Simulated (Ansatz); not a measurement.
HPbNO4:

```xyz
14
Lattice="6.8588 0.0000 0.0000 0.0000 4.2287 0.0000 -3.3910 0.0000 7.2746" Properties=species:S:1:pos:R:3 pbc="T T T"
H    -0.1737    3.1715    3.6904
H     3.6414    1.0572    3.5842
Pb    1.1071    1.0572    2.0728
Pb    2.3607    3.1715    5.2018
N    -1.3602    3.1715    6.0792
N     4.8280    1.0572    1.1954
O     0.7313    3.1715    3.2982
O    -0.1410    3.1715    6.3217
O    -2.2099    3.1715    7.0227
O    -1.7846    3.1715    4.8707
O     2.7365    1.0572    3.9764
O     3.6087    1.0572    0.9529
O     5.6777    1.0572    0.2519
O     5.2524    1.0572    2.4039
```

The cell was built by a generator and needn't be a form met in nature.

Base run:

```yaml
Program: Ansatz 0.2.0
Functional: revPBE
Potentials_or_basis: Ansatz PAW
Cutoff: "420 eV (not typed: the program's choice for these potentials)"
k_mesh: 5 × 6 × 4
Occupations: fermi-dirac, width 0.05 eV
Spin: no spin polarisation
```

Its results: band gap on the k mesh 3.15 eV, indirect (least direct gap 3.35 eV); pressure 2.0 GPa; largest force 0.201 eV/Å.

Task: The run is repeated on the same cell with these changes: functional from revPBE to PBE. What comes out?

Result: Band gap on the k mesh 3.08 eV, indirect (least direct gap 3.29 eV); pressure 0.0 GPa; largest force 0.005 eV/Å.

PBE binds more tightly than revPBE, so the same cell stands under less pressure.

Caveats: spin-orbit coupling is left out, which as a rule narrows the gap of such compounds by several tenths of an eV; the PAW data sets come from PBE, with cores solved anew for the run's functional, which leaves a small shift of forces and pressure (some runs); odd divisions of the mesh miss points on the zone boundary, where band edges often lie, so the gap on the mesh can be too wide (some runs).
